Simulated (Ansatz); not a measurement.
# Molecular dynamics of Na7Fe4O12, charge -1

input.yaml

```yaml
crystal:
  lattice:
    - [0.840606, 4.643518, 5.419882]
    - [0.840606, -4.643518, 5.419882]
    - [5.348796, 0.0, 0.0]
  atoms:
    - { symbol: Na, position: [0.25, 0.25, 0.75] }
    - { symbol: Na, position: [0.6569427, 0.3430573, 0.5] }
    - { symbol: Na, position: [0.3430573, 0.6569427, 0.5] }
    - { symbol: Fe, position: [0.4172795, 0.0827205, 0.25], spin: 2.5 }
    - { symbol: Fe, position: [0.0827205, 0.4172795, 0.25], spin: 2.5 }
    - { symbol: O, position: [0.1486629, 0.1486629, 0.1597331] }
    - { symbol: O, position: [0.3513371, 0.3513371, 0.3402669] }
    - { symbol: O, position: [0.161742, 0.5401449, 0.9088425] }
    - { symbol: O, position: [0.5401449, 0.161742, 0.9088425] }
    - { symbol: O, position: [0.338258, 0.9598551, 0.5911575] }
    - { symbol: O, position: [0.9598551, 0.338258, 0.5911575] }
    - { symbol: Na, position: [0.5, 0.5, 0.0] }
    - { symbol: Na, position: [0.75, 0.75, 0.25] }
    - { symbol: Na, position: [0.1569427, 0.8430573, 0.0] }
    - { symbol: Na, position: [0.8430573, 0.1569427, 0.0] }
    - { symbol: Fe, position: [0.9172795, 0.5827205, 0.75], spin: 2.5 }
    - { symbol: Fe, position: [0.5827205, 0.9172795, 0.75], spin: 2.5 }
    - { symbol: O, position: [0.6486629, 0.6486629, 0.6597331] }
    - { symbol: O, position: [0.8513371, 0.8513371, 0.8402669] }
    - { symbol: O, position: [0.661742, 0.0401449, 0.4088425] }
    - { symbol: O, position: [0.0401449, 0.661742, 0.4088425] }
    - { symbol: O, position: [0.838258, 0.4598551, 0.0911575] }
    - { symbol: O, position: [0.4598551, 0.838258, 0.0911575] }
magnetization:
  spin_polarized: true
total_charge: -1
basis:
  ecutwfc: 420.0
kpoints:
  mp_grid: { grid: [2, 2, 2] }
hamiltonian:
  xc: lda
scf:
  occupations: { method: fermi_dirac, width: 0.05 }
  lower_state_search: "off"
md:
  timestep: 1
  n_steps: 210
  ensemble: nvt_langevin
  temperature: 700.0
  initial_velocities: maxwell_boltzmann
  seed: 244231
  friction: 0.01
```

Run as:

```bash
$ ansatz run input.yaml --threads 4 --pin off --max-ram 10240MiB --backend cpu --events-out ev --progress --plain --runs-dir out
```

It starts from an unrelaxed structure (largest force component 1.82 eV/Å).

Output, in part (step lines):

```
md step     0: t =     0.00 fs  T =   669.6 K  F+E_penalty+E_count = -34603.59445777 eV  E_kin = 1.990604 eV  (40 SCF iters)
md step     1: t =     1.00 fs  T =   670.6 K  F+E_penalty+E_count = -34603.65553986 eV  E_kin = 1.993558 eV  (22 SCF iters)
md step     2: t =     2.00 fs  T =   654.0 K  F+E_penalty+E_count = -34603.72468156 eV  E_kin = 1.944343 eV  (20 SCF iters)
md step     3: t =     3.00 fs  T =   678.9 K  F+E_penalty+E_count = -34603.80119690 eV  E_kin = 2.018398 eV  (23 SCF iters)
md step     4: t =     4.00 fs  T =   728.8 K  F+E_penalty+E_count = -34603.87712216 eV  E_kin = 2.166772 eV  (22 SCF iters)
md step     5: t =     5.00 fs  T =   715.1 K  F+E_penalty+E_count = -34603.94826000 eV  E_kin = 2.125991 eV  (23 SCF iters)
md step     6: t =     6.00 fs  T =   706.5 K  F+E_penalty+E_count = -34604.01153200 eV  E_kin = 2.100483 eV  (24 SCF iters)
md step     7: t =     7.00 fs  T =   714.4 K  F+E_penalty+E_count = -34604.06560052 eV  E_kin = 2.123786 eV  (23 SCF iters)
[... lines left out ...]
md step   210: t =   210.00 fs  T =   751.5 K  F+E_penalty+E_count = -34603.26260046 eV  E_kin = 2.234326 eV  (22 SCF iters)
```

The steps, from the saved trajectory:

```
time (fs)  T (K)  potential energy less start (eV)
        0    670                             0.000
        7    714                            -0.471
       14    646                            -0.401
       21    352                             0.359
       28    355                             0.248
       35    576                            -0.282
       42    611                            -0.263
       49    437                             0.231
       56    470                             0.386
       63    520                             0.178
       70    465                             0.206
       77    407                             0.387
       84    445                             0.327
       91    538                             0.275
       98    493                             0.480
      105    508                             0.583
      112    598                             0.477
      119    516                             0.799
      126    580                             0.849
      133    773                             0.509
      140    754                             0.436
      147    723                             0.696
      154    564                             1.011
      161    642                             0.914
      168    740                             0.667
      175    770                             0.655
      182    568                             1.010
      189    509                             1.000
      196    572                             0.682
      203    739                             0.422
      210    752                             0.332
```

The run went to its last step. A run of 0.21 ps of so small a system gives no equilibrium averages. No Hubbard correction was used and the magnetic state wasn't searched. Limits of this set-up: coarse k mesh, a small cell, in which the defect meets its images, charged cell in a uniform background, uncorrected.

Mean squared displacements from the first frame to the last, about the centre of mass: Na 0.10 Å², Fe 0.01 Å², O 0.03 Å².

Last frame:

```xyz
23
Lattice="0.8406 4.6435 5.4199 0.8406 -4.6435 5.4199 5.3488 0.0000 0.0000" Properties=species:S:1:pos:R:3
Na 4.593 -0.084 2.636
Na 3.812 1.372 5.396
Na 4.106 -1.503 5.333
Fe 2.040 1.548 2.658
Fe 2.053 -1.556 2.677
O 1.461 -0.011 1.628
O 2.657 -0.018 3.738
O 5.694 -1.899 3.720
O 5.614 1.723 3.835
O 4.453 -2.819 7.154
O 4.585 2.818 7.024
Na 1.482 -0.233 5.709
Na 2.744 -0.015 8.557
Na 1.148 -3.060 5.487
Na 0.899 3.068 5.520
Fe 5.504 1.471 8.002
Fe 5.469 -1.634 8.211
O 4.947 -0.041 7.106
O 5.929 -0.101 9.355
O 3.025 2.773 3.702
O 2.993 -2.698 3.721
O 1.963 1.629 7.014
O 1.665 -1.861 7.096
```

Time of the run: 26 min on 4 threads of Intel(R) Xeon(R) Platinum 8488C (Sapphire Rapids), with other jobs on the host, peak memory 1.2 GiB.
